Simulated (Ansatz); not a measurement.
# WCl2F4: small, medium and large basis sets

How large a basis does WCl2F4 need? Two functionals are run in growing sets.

Program: Ansatz 0.2.0, Gaussian basis. Level of theory: one geometry, several basis sets. These are calculated values, not measurements.

The runs, in order: PBE0-D4/def2-SVP; ωB97M-V/def2-SVP; PBE0-D4/def2-QZVPP; ωB97M-V/def2-QZVPP; the functionals' def2-TZVPP values are taken from earlier runs.

### Step 1. The geometry

The geometry comes from an earlier relaxation with PBE0-D4 in a triple-zeta def2 set; it is a stationary point, not always the lowest conformer. W takes the def2 core potential; no spin-orbit term is included.

SMILES `[F][W]([F])([F])([F])([Cl])[Cl]`, 7 atoms, charge 0, spin multiplicity 1.

Atoms are counted from 1 here; the program's logs count them from 0.

Bond lengths: F1–W2 1.838 Å, W2–F3 1.838 Å, W2–F4 1.846 Å, W2–F5 1.846 Å, W2–Cl6 2.263 Å, W2–Cl7 2.263 Å. Angles: F1–W2–F3 176.5°, F1–W2–F4 88.7°, F1–W2–F5 88.7°, F1–W2–Cl6 91.2°, F1–W2–Cl7 91.2°, F3–W2–F4 88.7°, F3–W2–F5 88.7°, F3–W2–Cl6 91.2°, F3–W2–Cl7 91.2°, F4–W2–F5 87.1°, F4–W2–Cl6 177.0°, F4–W2–Cl7 89.9°, F5–W2–Cl6 89.9°, F5–W2–Cl7 177.0°, Cl6–W2–Cl7 93.1°.

### Step 2. PBE0-D4 in def2-SVP

in.yaml reads:

```yaml
crystal:
  periodic: [false, false, false]
  atoms:
    - {symbol: F, position_ang: [-0.345801, -1.391697, 1.152943]}
    - {symbol: W, position_ang: [-0.037368, 0.020800, 0.018010]}
    - {symbol: F, position_ang: [0.181540, 1.483132, -1.073788]}
    - {symbol: F, position_ang: [-1.846799, 0.071292, -0.345263]}
    - {symbol: F, position_ang: [-0.383765, 1.170583, 1.420351]}
    - {symbol: Cl, position_ang: [2.161501, 0.033252, 0.554885]}
    - {symbol: Cl, position_ang: [0.270682, -1.387381, -1.727138]}
basis:
  gaussian: {orbitals: def2-SVP}
hamiltonian: {xc: pbe0, dispersion: d4}
output: {orbitals: {seedname: orbitals}}
```

Run with:

```console
ansatz run in.yaml --threads 8 --pin off --events-out ev --progress --plain --max-ram 18278MiB
```

After this run come: ωB97M-V in def2-SVP; PBE0-D4 in def2-QZVPP; ωB97M-V in def2-QZVPP.

Q: Predict the results of all the runs planned. Wanted: PBE0-D4: double and triple zeta above quadruple; ωB97M-V: double and triple zeta above quadruple.

The runs gave:

| quantity | value |
| --- | --- |
| PBE0-D4: double and triple zeta above quadruple | 24.23, 1.32 eV |
| ωB97M-V: double and triple zeta above quadruple | 24.35, 1.25 eV |

For PBE0-D4 the step from double to triple zeta gains 22.91 eV and the next only 1.32 eV. Total energies overstate the basis error of differences, where much of it tends to cancel.
